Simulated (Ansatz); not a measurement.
The system is MoSe.

```
CELL_PARAMETERS angstrom
0.00000 2.89288 2.89288
2.89288 0.00000 2.89288
2.89288 2.89288 0.00000
ATOMIC_POSITIONS crystal
Mo 0.00000 0.00000 0.00000
Se 0.50000 0.50000 0.50000
```

The cell was built by a generator and needn't be a form met in nature.

```yaml
Program: Ansatz 0.2.0
Task: relaxation of cell and atoms
Functional: B3LYP
Potentials_or_basis: Ansatz PAW
Cutoff: "420 eV (not typed: the program's choice for these potentials)"
k_mesh: 4 × 4 × 4
Occupations: fermi-dirac, width 0.05 eV
Spin: no spin polarisation
```

At the start: volume 24.21 Å³/atom.

Q: Where does the relaxation end?

A: It ends after 6 steps and the volume is 18.13 Å³/atom (-25.1 %); space group Fm-3m (No. 225, to 0.05 Å).

Step by step:
```
step  energy change (eV)  largest force (eV/Å)  volume (Å³)
   1              0.0000                0.0000        48.42
   2             -0.7131                0.0000        41.68
   3             -0.9687                0.0000        35.59
   4             -0.9734                0.0000        36.39
   5             -0.9737                0.0000        36.25
   6             -0.9721                0.0000        36.25
```

Final structure:
```cif
data_structure
_symmetry_space_group_name_H-M 'P 1'
_symmetry_Int_Tables_number 1
_cell_length_a 3.7149
_cell_length_b 3.7149
_cell_length_c 3.7149
_cell_angle_alpha 60.000
_cell_angle_beta 60.000
_cell_angle_gamma 60.000
_cell_volume 36.25
loop_
_atom_site_label
_atom_site_type_symbol
_atom_site_fract_x
_atom_site_fract_y
_atom_site_fract_z
_atom_site_occupancy
Mo1 Mo 0.00000 0.00000 0.00000 1
Se1 Se 0.50000 0.50000 0.50000 1
```

Caveat: the k mesh is coarse (spacing up to 0.47 Å⁻¹), so the values aren't converged, least of all with exact exchange; the volume moved by over 15 % at a fixed basis, so the end points are rough; the plane-wave basis is chosen anew once the cell has moved, so the energies of steps on either side of that aren't comparable; the PAW data sets come from PBE, with cores solved anew for the run's functional, which leaves a small shift of forces and pressure.
